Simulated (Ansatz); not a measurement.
# H4OSSi: the cost of one run

Program: Ansatz 0.2.0, Gaussian basis. Level of theory: PBE0-D4/def2-TZVP structures, single points in def2-TZVPP, no counterpoise correction. These are calculated values, not measurements.

Levels: SPW92, PBE-D4, BLYP-D4, r2SCAN-D4, B97M-V, PBE0-D4, B3LYP-D4, r2SCAN0-D4, BHLYP-D4, CAM-B3LYP-D4, wB97X-V, wB97M-V, B2PLYP, PBE-QIDH, RPA on PBE, Hartree-Fock, MP2, CCSD, CCSD(T).

Cores are frozen in the correlated methods. B3LYP uses VWN-RPA correlation. B2PLYP carries no dispersion term here.

94 further runs of the same task are left out: 94 set aside as unsound or not needed.

### Step 1. Starting geometry

The complex: 9 atoms, charge 0, spin multiplicity 1.

Atoms are counted from 1 here; the program's logs count them from 0.

Bond lengths: Si1–H3 1.482 Å, Si1–H4 1.477 Å, Si1–O5 1.629 Å, Si1–S7 2.166 Å, F2–H6 0.944 Å, O5–H8 0.966 Å, S7–H9 1.345 Å. Angles: H3–Si1–H4 112.2°, H3–Si1–O5 114.3°, H3–Si1–S7 101.9°, H4–Si1–O5 106.8°, H4–Si1–S7 110.0°, O5–Si1–S7 111.8°, Si1–O5–H8 116.4°, Si1–S7–H9 94.8°.

Geometry (Å):

```csv
atom,x (Å),y (Å),z (Å)
Si1,-0.9479,-0.4064,0.3626
F2,1.3422,1.2348,-1.4976
H3,-1.7331,-0.9309,-0.7801
H4,-1.5259,-0.8003,1.6630
O5,-0.7991,1.2153,0.3859
H6,1.4470,0.3763,-1.1185
S7,0.9629,-1.3848,0.0764
H8,-0.2491,1.6067,-0.3050
H9,1.5030,-0.9109,1.2132
```

Its parts: H4OSSi holds atoms 1, 3, 4, 5, 7, 8, 9; HF holds atoms 2, 6. Each part counts its atoms afresh in its own runs.

### Step 2. Relaxing H4OSSi alone

relax-a/in.yaml reads:

```yaml
crystal:
  periodic: [false, false, false]
  atoms:
    - {symbol: Si, position_ang: [-0.947856, -0.406352, 0.362650]}
    - {symbol: H, position_ang: [-1.733092, -0.930899, -0.780061]}
    - {symbol: H, position_ang: [-1.525897, -0.800271, 1.663039]}
    - {symbol: O, position_ang: [-0.799066, 1.215304, 0.385858]}
    - {symbol: S, position_ang: [0.962914, -1.384843, 0.076418]}
    - {symbol: H, position_ang: [-0.249135, 1.606694, -0.304986]}
    - {symbol: H, position_ang: [1.502995, -0.910854, 1.213175]}
basis:
  gaussian: {orbitals: def2-TZVP}
hamiltonian: {xc: pbe0, dispersion: d4}
relax: {f_tol: 0.005, max_steps: 200}
```

On the command line:

```
$ ansatz run in.yaml --threads 4 --pin off --events-out ev --progress --plain --max-ram 9574MiB
```

**Question.** How long does this run take on 4 threads of Intel Xeon at 2.50GHz, shared host?

About 23 s.
